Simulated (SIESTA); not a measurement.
The system is Mg5Ge.

```
Ge Mg
1.0
     0.00000    4.09676    4.09676
     4.09676    0.00000    4.09676
     4.09676    4.09676    0.00000
Ge Mg
1 5
Direct
  0.00000 0.00000 0.00000
  0.62516 0.12451 0.62516
  0.62516 0.62516 0.12451
  0.62516 0.62516 0.62516
  0.12451 0.62516 0.62516
  0.25000 0.25000 0.25000
```

The cell comes from a database or a generator and needn't be the stable form of this composition.

```yaml
Program: SIESTA 5.4.2
Task: single point
Functional: PBEsol
Potentials_or_basis: PseudoDojo 0.4 standard (PBEsol files)
Basis: DZP (energy shift 0.003 Ry; two zetas on semicore shells)
Grid_cutoff: 800 Ry
Energy_shift: 0.003 Ry
k_mesh: 6 × 6 × 6
Occupations: fermi-dirac, width 0.05 eV
Spin: no spin polarisation
```

On this cell: pressure 0.0 GPa; largest force 0.017 eV/Å; band gap on the k mesh none (metal or under the smearing width).

The same run follows on a disturbed copy (atoms moved at random, drawn with an rms of 0.05 Å):

```
CELL_PARAMETERS angstrom
0.00000 4.09676 4.09676
4.09676 0.00000 4.09676
4.09676 4.09676 0.00000
ATOMIC_POSITIONS crystal
Ge 0.00319 0.99937 0.00207
Mg 0.62927 0.12205 0.61628
Mg 0.62351 0.62362 0.12612
Mg 0.62245 0.62699 0.61784
Mg 0.11664 0.62976 0.62813
Mg 0.25326 0.24634 0.25525
```

Q: What changes?

A: The energy (extrapolated to zero smearing) moves by +2.6 meV/atom; pressure 0.0 GPa; largest force 0.282 eV/Å; band gap on the k mesh none (metal or under the smearing width).

Forces in eV/Å, atoms in the order of the input:
```
Ge  -0.001 -0.002 -0.008
Mg   0.195 -0.065 -0.031
Mg  -0.045 -0.186  0.007
Mg   0.088  0.172 -0.016
Mg  -0.212  0.180  0.046
Mg  -0.026 -0.096  0.004
```

Stress tensor (GPa, compression positive):
```
-0.03 -0.02  0.06
-0.02  0.11  0.02
 0.06  0.02  0.01
```

Caveats: the basis of atomic orbitals isn't converged, which shifts pressures, moduli and gaps.
